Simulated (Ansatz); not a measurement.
**Two self-consistent states of ZnNi4N**

Aim: solve ZnNi4N (a borrowed structure type, volume estimated) from each of its saved states, at one geometry and mesh, and see which is lowest and how they differ.

Method: DFT, PBEsol, with U_eff = 6.98 eV on Ni d, plane waves, PAW, in Ansatz 0.2.0.

## (1) The system as given

Symmetry: F-43m, No. 216, cubic system. The conventional cell has a = 6.611 Å, b = 6.611 Å, c = 6.611 Å, α = 90.00°, β = 90.00°, γ = 90.00°. Ni (site symmetry 3m) has 6 Ni at 2.34 Å and 3 N at 2.74 Å and 3 Zn at 2.74 Å as nearest neighbours. N (site symmetry -43m) has 12 Ni at 2.74 Å and 4 Zn at 2.86 Å as nearest neighbours. Zn (site symmetry -43m) has 12 Ni at 2.74 Å and 4 N at 2.86 Å as nearest neighbours.

Structure file:

```
CELL_PARAMETERS angstrom
0.00000 3.30529 3.30529
3.30529 0.00000 3.30529
3.30529 3.30529 0.00000
ATOMIC_POSITIONS crystal
Ni 0.62500 0.62500 0.62500
Ni 0.12500 0.62500 0.62500
Ni 0.62500 0.62500 0.12500
Ni 0.62500 0.12500 0.62500
N 0.00000 0.00000 0.00000
Zn 0.25000 0.25000 0.25000
```

The states: A, Ni1 up, Ni2 up, Ni3 up, Ni4 up (collinear spin); B, Ni1 up, Ni2 up, Ni3 down, Ni4 down (collinear spin). Each run reads its own saved solution as saved_state.

## (2) State A: the run

Contents of input.yaml:

```yaml
crystal:
  lattice:
    - [0.0, 3.30529159, 3.30529159]
    - [3.30529159, 0.0, 3.30529159]
    - [3.30529159, 3.30529159, 0.0]
  atoms:
    - { symbol: Ni, position: [0.625, 0.625, 0.625], spin: 2.0 }
    - { symbol: Ni, position: [0.125, 0.625, 0.625], spin: 2.0 }
    - { symbol: Ni, position: [0.625, 0.625, 0.125], spin: 2.0 }
    - { symbol: Ni, position: [0.625, 0.125, 0.625], spin: 2.0 }
    - { symbol: "N", position: [0.0, 0.0, 0.0], spin: 0.0 }
    - { symbol: Zn, position: [0.25, 0.25, 0.25], spin: 0.0 }
  symmetry: { detect: false, time_reversal: true }
kpoints:
  mp_grid: { grid: [6, 6, 6], shift: [0, 0, 0] }
  band_path:
    path:
      - [0.0, 0.0, 0.0]
      - [-0.5, -0.5, 0.0]
      - [-0.375, -0.375, 0.25]
      - [-0.375, 0.0, 0.375]
      - [0.0, 0.0, 0.0]
      - [0.0, 0.0, 0.5]
      - [-0.5, -0.25, 0.25]
      - [-0.5, -0.5, 0.0]
    npoints: 8
magnetization:
  spin_polarized: true
scf:
  occupations: { method: fermi_dirac }
  lower_state_search: "off"
  max_iter: 200
hamiltonian:
  pseudopotentials: { kind: paw }
  xc: pbesol
  hubbard:
    projectors: all-electron-ortho-atomic
    sites: [{ species: Ni, l: d, u_eff: 6.98 }]
basis:
  ecutwfc: 420
  fft_grid_basis: typed
output:
  forces: true
  stress: true
  eigenvalues: true
  bader: true
  populations: true
  elf: true
  write_potential: true
  volumetric_format: npy
  dos:
    e_range: [-12, 8]
    de: 0.05
    projected: { site_lists: { "N": ["N"], Ni: [Ni], Zn: [Zn] } }
checkpoint:
  read: saved_state
```

## (4) Run from state B

input.yaml: that of step 2 with these lines changed.

```diff
@@ -8,6 +8,6 @@
     - { symbol: Ni, position: [0.125, 0.625, 0.625], spin: 2.0 }
-    - { symbol: Ni, position: [0.625, 0.625, 0.125], spin: 2.0 }
-    - { symbol: Ni, position: [0.625, 0.125, 0.625], spin: 2.0 }
-    - { symbol: "N", position: [0.0, 0.0, 0.0], spin: 0.0 }
-    - { symbol: Zn, position: [0.25, 0.25, 0.25], spin: 0.0 }
+    - { symbol: Ni, position: [0.625, 0.625, 0.125], spin: -2.0 }
+    - { symbol: Ni, position: [0.625, 0.125, 0.625], spin: -2.0 }
+    - { symbol: "N", position: [0.0, 0.0, 0.0] }
+    - { symbol: Zn, position: [0.25, 0.25, 0.25] }
   symmetry: { detect: false, time_reversal: true }
@@ -15,13 +15,2 @@
   mp_grid: { grid: [6, 6, 6], shift: [0, 0, 0] }
-  band_path:
-    path:
-      - [0.0, 0.0, 0.0]
-      - [-0.5, -0.5, 0.0]
-      - [-0.375, -0.375, 0.25]
-      - [-0.375, 0.0, 0.375]
-      - [0.0, 0.0, 0.0]
-      - [0.0, 0.0, 0.5]
-      - [-0.5, -0.25, 0.25]
-      - [-0.5, -0.5, 0.0]
-    npoints: 8
 magnetization:
```

(Steps that only read results are left out.)

**Question.** What will these runs give? Wanted: for each run, free energy; largest site moment; size of the net moment; gap; pressure; largest force.

As calculated:

| state | free energy (meV/atom) | largest site moment (μB) | size of the net moment (μB/cell) | gap (eV) | pressure (GPa) | largest force (eV/Å) | SCF cycles |
| --- | --- | --- | --- | --- | --- | --- | --- |
| A | 0.0 | 0.96 | 3.91 | metal | 8.3 | 0.31 | 41 |
| B | 4.2 | 0.96 | 0.00 | metal | 8.5 | 0.32 | 29 |

What this shows: State A lies lowest, 4.2 meV per atom under state B. Every run converged, so convergence alone does not show that a state is the lowest.
